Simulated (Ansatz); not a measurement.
MgSi:

```
CELL_PARAMETERS angstrom
2.90839 0.00000 0.00000
0.00000 2.90839 0.00000
0.00000 0.00000 4.10343
ATOMIC_POSITIONS crystal
Si 0.50000 0.50000 0.50000
Mg 0.00000 0.00000 0.00000
```

The cell comes from a database or a generator and needn't be the stable form of this composition.

| Property | Result |
| --- | --- |
| Program | Ansatz 0.2.0 |
| Task | relaxation of cell and atoms |
| Functional | RPBE |
| Potentials or basis | Ansatz PAW |
| Cutoff | 420 eV (not typed: the program's choice for these potentials) |
| k mesh | 9 × 9 × 7 |
| Occupations | fermi-dirac, width 0.05 eV |
| Spin | no spin polarisation |

At the start: volume 17.35 Å³/atom.

**Question.** How do energy, volume and symmetry change on relaxing?

**Answer.** It ends after 6 steps and the volume is 18.02 Å³/atom (+3.8 %); space group P4/mmm (No. 123, to 0.05 Å).

Step by step:
```tsv
step	energy change (eV)	largest force (eV/Å)	volume (Å³)
1	0.0000	0.0000	34.71
2	-0.0408	0.0000	35.71
3	-0.0413	0.0000	36.13
4	-0.0413	0.0000	36.05
5	-0.0413	0.0000	36.03
6	-0.0415	0.0000	36.03
```

Final structure:
```yaml
crystal:
  lattice:
    - [3.02332, 0.00000, 0.00000]
    - [0.00000, 3.02332, 0.00000]
    - [0.00000, 0.00000, 3.94229]
  atoms:
    - { symbol: Si, position: [0.50000, 0.50000, 0.50000] }
    - { symbol: Mg, position: [0.00000, 0.00000, 0.00000] }
```

Caveat: the plane-wave basis is chosen anew once the cell has moved, so the energies of steps on either side of that aren't comparable; the PAW data sets come from PBE, with cores solved anew for the run's functional, which leaves a small shift of forces and pressure.
